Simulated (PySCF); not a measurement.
**A diatomic session: BaSe**

One job finds the state of BaSe, follows it along the bond with each method and fits the curves.

Program: PySCF 2.14.0. Level of theory: Ba x2c-TZVPPall, Se x2c-TZVPPall, spin-free X2C with a Gaussian nucleus. These are calculated values, not measurements.

## Step 1: Input

The job is set up so:

```
atoms                         : Ba, Se
charge                        : 0
basis                         : Ba x2c-TZVPPall, Se x2c-TZVPPall
Hamiltonian                   : spin-free X2C with a Gaussian nucleus
basis functions               : 133
electrons treated             : 90
masses in u                   : 137.9052, 79.9165
levels                        : PBE0, PBE, r²SCAN, B2PLYP, PBEsol, B97-3, TPSS, ωB97X-V, HF, MP2, SCS-MP2, CCSD, CCSD(T)
grid                          : 80 radial by 434 angular points
occupations                   : held fixed by the projection of orbital angular momentum
dissociation limit            : Ba + Se, each in its ground configuration
starting distance in angstrom : 2.900
values of 2S to try           : 0, 2
```

Launch:

```sh
> OMP_NUM_THREADS=2 python dia.py task.json out
```

Further steps of the session: The PBE0 curve of the state that the search chose; Excited determinants; PBE; r²SCAN; B2PLYP (double hybrid); PBEsol; B97-3; TPSS; ωB97X-V (range-separated hybrid); RHF (mean field); MP2 and coupled cluster.

**Question.** What will these runs give? Wanted: for each run, Re; ωe; De; μ.

As calculated:

Lowest PBE0 solution found, without spin–orbit coupling: ¹Σ⁺ (singlet), closed shell. State 2 has its PBE0 minimum 1.28 eV higher. State 3 has its PBE0 minimum 1.29 eV higher, as a spin-mixed determinant (⟨S²⟩ = 1.01), so this is no gap between pure states. State 4 has its PBE0 minimum 1.60 eV higher. The other levels ran on the lowest alone.

```csv
level,Re (Å),ωe (cm⁻¹),De (eV),μ (D)
RHF,2.695,257.3,2.09,-13.68
RHF-MP2,2.639,253.1,3.75,n/a
RHF-SCS-MP2,2.655,250.9,3.54,n/a
RHF-CCSD,2.657,252.2,3.36,n/a
RHF-CCSD(T),2.665,245.2,3.58,n/a
PBE,2.658,249.3,4.37,-9.70
PBEsol,2.636,256.1,4.66,-9.67
TPSS,2.660,250.7,4.55,-10.18
r²SCAN,2.649,257.1,4.59,-10.58
PBE0,2.640,260.7,4.16,-10.78
B97-3,2.648,259.0,3.95,-10.83
ωB97X-V,2.636,267.3,4.05,-12.17
B2PLYP,2.668,247.5,3.81,-11.86
```

De is counted to Ba + Se in their ground configurations. A positive dipole means Ba(−)Se(+).

Differences from CCSD(T) in the same basis:

```csv
level,Re (mÅ),ωe (%)
RHF,+29,+5.0
RHF-MP2,-26,+3.3
RHF-SCS-MP2,-11,+2.3
RHF-CCSD,-9,+2.9
PBE,-8,+1.7
PBEsol,-29,+4.5
TPSS,-5,+2.2
r²SCAN,-16,+4.9
PBE0,-25,+6.3
B97-3,-17,+5.6
ωB97X-V,-30,+9.0
B2PLYP,+3,+1.0
```

What this shows: Judged by CCSD(T) in the same basis: best bond length B2PLYP (+3 mÅ), worst ωB97X-V (-30 mÅ); best wavenumber B2PLYP (+1.0 %), worst ωB97X-V (+9.0 %). Of the levels with a De here, RHF gives the least (2.09 eV) and PBEsol the most (4.66 eV).

Correlated steps freeze 27 core orbitals. Spin–orbit coupling is left out, which matters for elements this heavy, above all for dissociation energies. B2PLYP dipoles, levels and charges come from its SCF part alone.
